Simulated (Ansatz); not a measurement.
# CH3FGeO (SMILES C[O][Ge][F]) at BLYP/6-31G(d) (spherical functions)

What is the vertical singlet–triplet gap of CH3FGeO at BLYP/6-31G* (spherical functions)? 

Program for the calculation: Ansatz 0.2.0.

125 further runs of the same task are left out: 125 set aside as unsound or not needed.

**1. Starting point**

The species is CH3FGeO (7 atoms), meant as a singlet with charge 0. As SMILES, `C[O][Ge][F]`. The shape is that of a PBE0-D4/def2-TZVP optimisation. This is one conformer, not always the lowest.

Bond lengths: C1–O2 1.413 Å, O2–Ge3 1.764 Å, Ge3–F4 1.768 Å, C1–H5 1.092 Å, C1–H6 1.093 Å, C1–H7 1.093 Å. Angles: C1–O2–Ge3 128.6°, O2–Ge3–F4 99.1°, O2–C1–H5 112.1°, O2–C1–H6 109.1°, O2–C1–H7 109.0°, H5–C1–H6 109.1°, H5–C1–H7 109.1°, H6–C1–H7 108.4°.

**2. A single-point energy at BLYP/6-31G(d) (spherical functions)**

molecule.yaml

```yaml
crystal:
  periodic: [false, false, false]
  atoms:
    - {symbol: C, position_ang: [-0.504800, 0.491500, 0.394900]}
    - {symbol: O, position_ang: [0.412400, 0.624200, -0.671900]}
    - {symbol: Ge, position_ang: [1.441700, -0.610700, -1.398400]}
    - {symbol: F, position_ang: [0.967400, -1.990600, -0.400200]}
    - {symbol: H, position_ang: [-0.548500, -0.532200, 0.773800]}
    - {symbol: H, position_ang: [-0.208000, 1.161100, 1.206600]}
    - {symbol: H, position_ang: [-1.498700, 0.788500, 0.049700]}
basis:
  gaussian: {orbitals: 6-31G_st_-spherical.json}
hamiltonian: {xc: {name: BLYP}}
accuracy: high
output: {orbitals: {seedname: orbitals}}
```

The basis set 6-31G* is read from a file made from the Basis Set Exchange's data (not shown).

Launch:

```sh
ansatz run molecule.yaml --threads 1 --pin off --max-ram 3480MiB --events-out events.jsonl --progress --plain --runs-dir runs
```

The program printed:

```text
Warning: RAYON_NUM_THREADS=1 ignored (pool sized by the plan → 1); use --threads N
Functional definition: BLYP
  name "BLYP"
  parameter beta = 0.0042
  parameter a = 0.04918
  parameter b = 0.132
  parameter c = 0.2533
  parameter d = 0.349
  exchange = b88_x(beta = beta)
  correlation = lyp_c(a = a, b = b, c = c, d = d)
1735 factors; integrals over basis functions are off by at most 4.5e-9 eV
mean field evaluation 1: about -62353.0607 eV, gradient 6.9e1 eV
mean field evaluation 2: about -62265.5356 eV, gradient 2.0e2 eV
mean field evaluation 4: about -62361.2548 eV, gradient 2.1e1 eV
mean field evaluation 8: about -62362.0183 eV, gradient 3.3e-1 eV
mean field evaluation 16: about -62362.0124 eV, gradient 6.6e-5 eV
mean field -62362.01243983 eV, -2291.7616866734 hartree, gradient 4.0e-8 eV, S^2 0.000000; 0 other end points of the search recorded, 0 dependent functions left out
reference -62362.01248585 eV, -2291.7616883648 hartree; 29, 29 occupied and 51, 51 virtual orbitals, 1735 factors
Total energy: -62362.01248585 eV, -2291.7616883648 hartree
```

Wall time 6.3 s (1 thread of Arm Neoverse V2, shared host); peak memory 0.19 GiB.

**3. The triplet at the same level**

in.yaml

```yaml
crystal:
  periodic: [false, false, false]
  atoms:
    - symbol: C
      position_ang: [-0.504800, 0.491500, 0.394900]
    - symbol: O
      position_ang: [0.412400, 0.624200, -0.671900]
    - symbol: Ge
      position_ang: [1.441700, -0.610700, -1.398400]
    - symbol: F
      position_ang: [0.967400, -1.990600, -0.400200]
    - symbol: H
      position_ang: [-0.548500, -0.532200, 0.773800]
    - symbol: H
      position_ang: [-0.208000, 1.161100, 1.206600]
    - symbol: H
      position_ang: [-1.498700, 0.788500, 0.049700]
basis:
  gaussian:
    orbitals: 6-31G_st_-spherical.json
magnetization:
  spin_polarized: true
  initial_magnetization: 2
hamiltonian:
  xc: {name: BLYP}
accuracy: high
output: {orbitals: {seedname: orbitals}}
```

The basis set 6-31G* is read from a file made from the Basis Set Exchange's data (not shown).

Launch:

```sh
ansatz run in.yaml --threads 1 --pin off --max-ram 3480MiB --events-out events.jsonl --progress --plain --runs-dir runs
```

The program printed:

```text
Warning: RAYON_NUM_THREADS=1 ignored (pool sized by the plan → 1); use --threads N
[... 9 set-up lines as earlier in the session ...]
1736 factors; integrals over basis functions are off by at most 4.5e-9 eV
mean field evaluation 1: about -62349.7962 eV, gradient 4.6e1 eV
mean field evaluation 2: about -62252.9356 eV, gradient 1.3e2 eV
mean field evaluation 4: about -62356.9462 eV, gradient 1.7e1 eV
mean field evaluation 8: about -62358.1103 eV, gradient 8.4e-1 eV
mean field evaluation 16: about -62358.1076 eV, gradient 1.5e-3 eV
mean field evaluation 32: about -62352.5226 eV, gradient 2.0e1 eV
mean field -62358.10761754 eV, -2291.6181871011 hartree, gradient 5.5e-8 eV, S^2 2.001856; 5 other end points of the search recorded, 0 dependent functions left out
reference -62358.10766373 eV, -2291.6181887984 hartree; 30, 28 occupied and 50, 52 virtual orbitals, 1736 factors
Total energy: -62358.10766373 eV, -2291.6181887984 hartree
```

Wall time 14 s (1 thread of Arm Neoverse V2, shared host); peak memory 0.24 GiB.

**4. What came out**

At BLYP/6-31G* (spherical functions):

| quantity | value |
| --- | --- |
| singlet: total energy | -2291.76169 Eh |
| singlet: HOMO energy | -6.57 eV |
| singlet: LUMO energy | -2.36 eV |
| singlet: HOMO–LUMO gap | 4.20 eV |
| triplet: total energy | -2291.61819 Eh |
| triplet: HOMO energy (highest over α and β) | -2.83 eV |
| triplet: ⟨S²⟩ | 2.002 |
| vertical energy of the triplet above the singlet | 3.905 eV |

At this shape the triplet lies 3.90 eV (90 kcal/mol) above the singlet.
